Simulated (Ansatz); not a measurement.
# ReH4NO4: the cost of one run

Method: DFT PBEsol, plane waves, PAW, scalar-relativistic, no spin polarisation, in Ansatz 0.2.0.

## Step 1: The starting structure

The cell holds 40 atoms (H16N4O16Re4): a = 6.116 Å, b = 6.116 Å, c = 12.728 Å, α = 90.00°, β = 90.00°, γ = 90.00°.

Its coordinates follow in the input file.

## Step 2: Run 1

60 steps of 0.5 fs under a Nosé-Hoover thermostat at 500 K.

input.yaml reads:

```yaml
crystal:
  lattice:
    - [6.115512, 0.0, 0.0]
    - [0.0, 6.115512, 0.0]
    - [0.0, 0.0, 12.727866]
  atoms:
    - { symbol: Re, position: [0.5, 0.0, 0.25] }
    - { symbol: Re, position: [0.0, 0.0, 0.5] }
    - { symbol: H, position: [0.9576, 0.36702, 0.29743] }
    - { symbol: H, position: [0.13298, 0.9576, 0.04743] }
    - { symbol: H, position: [0.0424, 0.63298, 0.29743] }
    - { symbol: H, position: [0.86702, 0.0424, 0.04743] }
    - { symbol: H, position: [0.5424, 0.63298, 0.45257] }
    - { symbol: H, position: [0.86702, 0.5424, 0.20257] }
    - { symbol: H, position: [0.4576, 0.36702, 0.45257] }
    - { symbol: H, position: [0.13298, 0.4576, 0.20257] }
    - { symbol: "N", position: [0.0, 0.5, 0.25] }
    - { symbol: "N", position: [0.0, 0.0, 0.0] }
    - { symbol: O, position: [0.7039, 0.1222, 0.1709] }
    - { symbol: O, position: [0.8778, 0.2039, 0.4209] }
    - { symbol: O, position: [0.2961, 0.8778, 0.1709] }
    - { symbol: O, position: [0.6222, 0.2961, 0.9209] }
    - { symbol: O, position: [0.2961, 0.3778, 0.0791] }
    - { symbol: O, position: [0.6222, 0.7961, 0.3291] }
    - { symbol: O, position: [0.2039, 0.1222, 0.5791] }
    - { symbol: O, position: [0.3778, 0.2039, 0.3291] }
    - { symbol: Re, position: [0.0, 0.5, 0.75] }
    - { symbol: Re, position: [0.5, 0.5, 0.0] }
    - { symbol: H, position: [0.4576, 0.86702, 0.79743] }
    - { symbol: H, position: [0.63298, 0.4576, 0.54743] }
    - { symbol: H, position: [0.5424, 0.13298, 0.79743] }
    - { symbol: H, position: [0.36702, 0.5424, 0.54743] }
    - { symbol: H, position: [0.0424, 0.13298, 0.95257] }
    - { symbol: H, position: [0.36702, 0.0424, 0.70257] }
    - { symbol: H, position: [0.9576, 0.86702, 0.95257] }
    - { symbol: H, position: [0.63298, 0.9576, 0.70257] }
    - { symbol: "N", position: [0.5, 0.0, 0.75] }
    - { symbol: "N", position: [0.5, 0.5, 0.5] }
    - { symbol: O, position: [0.2039, 0.6222, 0.6709] }
    - { symbol: O, position: [0.3778, 0.7039, 0.9209] }
    - { symbol: O, position: [0.7961, 0.3778, 0.6709] }
    - { symbol: O, position: [0.1222, 0.7961, 0.4209] }
    - { symbol: O, position: [0.7961, 0.8778, 0.5791] }
    - { symbol: O, position: [0.1222, 0.2961, 0.8291] }
    - { symbol: O, position: [0.7039, 0.6222, 0.0791] }
    - { symbol: O, position: [0.8778, 0.7039, 0.8291] }
basis:
  ecutwfc: 420.0
kpoints:
  mp_grid: { grid: [2, 2, 1] }
hamiltonian:
  xc: pbesol
scf:
  occupations: { method: fermi_dirac, width: 0.05 }
  lower_state_search: "off"
  max_iter: 56
md:
  timestep: 0.5
  n_steps: 60
  ensemble: nvt_nose_hoover
  temperature: 500.0
  initial_velocities: zero
  seed: 391410
  nose_hoover: { tau: 100.0, chain_length: 1 }
```

Run with:

```console
ansatz run input.yaml --threads 2 --pin off --max-ram 5120MiB --backend cpu --events-out ev --progress --plain --runs-dir out
```

Q: Estimate wall time and peak memory on 2 threads of AMD EPYC, shared host.

About 13 min, with a peak of 1.3 GiB.
